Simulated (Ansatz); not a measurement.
# HfH₂ (singlet): wave-function methods side by side at angle H2–Hf1–H3 = 107.0°, def2-SVP

Aim: climb from Hartree-Fock through coupled cluster and multireference methods for HfH₂ (singlet) at one geometry and basis, and see what each rung misses.

Program: Ansatz 0.2.0, Gaussian basis. Level of theory: def2-SVP, core rule «outside noble gas», up to 4 orbitals frozen. These are calculated values, not measurements.

The runs, in order: UHF; CCSD(T) on RHF; CCSD(T) on UHF; CISD; CCSDT(Q) on RHF; CCSDT(Q) on UHF; CASSCF and MRCISD+Q, 2 electrons in 2 orbitals; CASSCF and NEVPT2, 2 electrons in 2 orbitals; Full CI.

19 further runs of the same task are left out: 14 for a known fault of the program, 4 that didn't finish, 1 set aside as unsound or not needed.

### 1 The system

The geometry derives from a PBE0/def2-TZVP stationary point (not a proven minimum). One angle is set to the value named; bond lengths are kept. No spin-orbit coupling is included. Elements past krypton take def2 core potentials.

3 atoms, charge 0, spin multiplicity 1.

Atoms are counted from 1 here; the program's logs count them from 0.

Bond lengths: Hf1–H2 1.912 Å, Hf1–H3 1.912 Å. Angles: H2–Hf1–H3 107.0°.

### 2 UHF

Contents of in.yaml:

```yaml
crystal:
  periodic: [false, false, false]
  atoms:
    - {symbol: Hf, position_ang: [-0.012700, 0.000000, 0.000000]}
    - {symbol: H, position_ang: [1.124482, 0.000000, -1.536814]}
    - {symbol: H, position_ang: [1.124482, 0.000000, 1.536814]}
basis:
  gaussian: {orbitals: def2-SVP}
magnetization: {spin_polarized: true, initial_magnetization: 0}
hamiltonian: {xc: hf}
output: {orbitals: {seedname: orbitals}}
```

The run is started by

```
$ ansatz run in.yaml --threads 1 --pin off --events-out ev --progress --plain --max-ram 2393MiB
```

After this run come: CCSD(T) on RHF; CCSD(T) on UHF; CISD; CCSDT(Q) on RHF; CCSDT(Q) on UHF; CASSCF and MRCISD+Q, 2 electrons in 2 orbitals; CASSCF and NEVPT2, 2 electrons in 2 orbitals; Full CI.

Q: Predict the results of all the runs planned. Wanted: FCI below the RHF energy; RMP2 from FCI; UMP2 from FCI; RCCSD from FCI; RCCSD(T) from FCI; UCCSD(T) from FCI; RCCSDT(Q) from FCI; UCCSDT(Q) from FCI; NEVPT2 pair from FCI.

The runs gave:

| quantity | value |
| --- | --- |
| FCI below the RHF energy | -3.0936 eV |
| RMP2 from FCI | +21.01 kcal/mol |
| UMP2 from FCI | +18.05 kcal/mol |
| RCCSD from FCI | +3.01 kcal/mol |
| RCCSD(T) from FCI | +0.80 kcal/mol |
| UCCSD(T) from FCI | +1.63 kcal/mol |
| RCCSDT(Q) from FCI | -0.01 kcal/mol |
| UCCSDT(Q) from FCI | +0.72 kcal/mol |
| NEVPT2 pair from FCI | +18.35 kcal/mol |
| MRCISD+Q pair from FCI | +0.88 kcal/mol |
| levels within 1 kcal/mol (43 meV) | RCCSD(T), RCCSDT, UCCSDT, RCCSDT(Q), UCCSDT(Q), MRCISD+Q pair |
| T1 diagnostic | 0.021 |
| effectively unpaired electrons | 0.40 |

RCCSD(T) misses by +0.80 kcal/mol, 1.1 % of the correlation energy. CCSD(T) misses by +0.80 kcal/mol on the restricted determinant and by +1.63 kcal/mol on the unrestricted one; the two need not hold the same state or core. The occupations show some static correlation. Of the multireference levels listed MRCISD+Q pair comes nearest in total energy (+0.88 kcal/mol), which doesn't show that its space is the better one. These misses are within one basis, not against nature.
